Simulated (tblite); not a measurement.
# C3H8BBrSi: the cost of one run

Computed with tblite 0.8.0 and PySCF 2.14.0, with density-fitted response routines of our own, on a single molecule in the gas phase. Atoms count from 0, in the outputs and in this text.

## 1. Starting geometry

14 atoms, charge 0, multiplicity 1; geometry from: force field or distance geometry start.

Bonds of the start (Å): C0–C1 1.34, C1–Si2 1.84, Si2–C3 1.87, C3–B4 1.60, B4–Br5 2.01, C0–H6 1.08, C0–H7 1.08, C1–H8 1.07, Si2–H9 1.49, Si2–H10 1.45, C3–H11 1.10, C3–H12 1.10, B4–H13 1.17.

## 2. Optimising the geometry with GFN2-xTB

The job: settings as JSON, then the geometry in Å.

```
{"job": {"kind": "relax", "xc": "GFN2-xTB", "basis": "xTB"}, "charge": 0, "multiplicity": 1}
C      2.620400    -0.305400     0.047300
C      1.542600     0.438700     0.349600
Si     0.043300    -0.446000     0.950500
C     -1.244800    -0.255400    -0.390700
B     -2.498000     0.461700     0.307400
Br    -2.252700     2.399200     0.766200
H      3.546800     0.126800    -0.309700
H      2.541000    -1.378300     0.160600
H      1.615700     1.506600     0.257600
H     -0.394500     0.207700     2.210600
H      0.284600    -1.861500     1.180500
H     -0.874400     0.468600    -1.128100
H     -1.527900    -1.207700    -0.868800
H     -3.402600    -0.155200     0.724800
```

Launch:

```console
> OMP_NUM_THREADS=1 python probes_run.py task.json out
```

This one command runs all jobs of the session in turn.

Q: Estimate the wall time of this first job on 1 thread of Arm Neoverse N1, shared host.

About 1.7 s.
